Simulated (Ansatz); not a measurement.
# YS: energy and pressure over a range of volumes

One table from this session's results is given with a row withheld; the runs are named, their logs left out.

Computed with Ansatz 0.2.0 (DFT LDA, scalar-relativistic, unless a step's input says otherwise).

## The system as given

The structure is cubic, space group Fm-3m (No. 225). Conventional cell: a = 5.487 Å, b = 5.487 Å, c = 5.487 Å, α = 90.00°, β = 90.00°, γ = 90.00°. Y (site symmetry m-3m) is surrounded by 6 S at 2.74 Å. Around S (site symmetry m-3m) lie 6 Y at 2.74 Å.

Coordinates:

```xyz
2
Lattice="0.0000 2.7436 2.7436 2.7436 0.0000 2.7436 2.7436 2.7436 0.0000" Properties=species:S:1:pos:R:3 pbc="T T T"
Y     2.7436    2.7436    2.7436
S     0.0000    0.0000    0.0000
```

Atoms are numbered in the order of the input: Y1, S2.

The first run:

input.yaml reads:

```yaml
crystal:
  lattice:
    - [0.0, 2.7065691031, 2.7065691031]
    - [2.7065691031, 0.0, 2.7065691031]
    - [2.7065691031, 2.7065691031, 0.0]
  atoms:
    - { symbol: "Y", position: [0.5, 0.5, 0.5] }
    - { symbol: S, position: [0.0, 0.0, 0.0] }
kpoints:
  mp_grid: { grid: [8, 8, 8] }
  band_path:
    path:
      - [0.0, 0.0, 0.0]
      - [0.5, 0.0, 0.5]
      - [0.625, 0.25, 0.625]
      - [0.375, 0.375, 0.75]
      - [0.0, 0.0, 0.0]
      - [0.5, 0.5, 0.5]
      - [0.5, 0.25, 0.75]
      - [0.5, 0.0, 0.5]
    npoints: 5
scf:
  occupations: { method: fermi_dirac, width: 0.01 }
hamiltonian:
  xc: lda
  pseudopotentials: { kind: all_electron, lapw: { basis_error: 0.00025 } }
output:
  forces: true
  stress: true
  eigenvalues: true
```

On the command line:

```console
$ ansatz run input.yaml --threads 1 --pin off --max-ram 3072MiB --backend cpu --events-out ev --progress --plain --runs-dir out
```

Steps of the session up to this table: Volume × 0.96, LAPW; Volume × 0.96, PAW; Volume × 0.96, crystal datasets; Volume × 0.99, LAPW; Volume × 0.99, PAW; Volume × 0.99, crystal datasets; Volume × 1.02, LAPW; Volume × 1.02, PAW; Volume × 1.02, crystal datasets; Volume × 1.06, LAPW; Volume × 1.06, PAW; Volume × 1.06, crystal datasets.

One table of the session follows, with a row left open; its other results are not shown here.

```
          method  volume (Å³/atom)  pressure (GPa)
            LAPW            19.827            0.40
            LAPW            20.447           -2.83
            LAPW            21.066           -5.56
            LAPW            21.892           -8.55
             PAW            19.827            0.38
             PAW            20.447           -2.84
             PAW            21.066               ?
             PAW            21.892           -8.57
crystal datasets            19.827            0.40
crystal datasets            20.447           -2.83
crystal datasets            21.066           -5.56
crystal datasets            21.892           -8.55
```

**Question.** Estimate the row for PAW, 21.066.

The run gave: pressure (GPa): -5.57. In the column «pressure (GPa)» it lies between crystal datasets, 21.892 (-8.55) and LAPW, 21.066 (-5.56).

To keep in mind: Warnings in the runs' records: gradients without spin orbit, crystal datasets made, printed levels off.
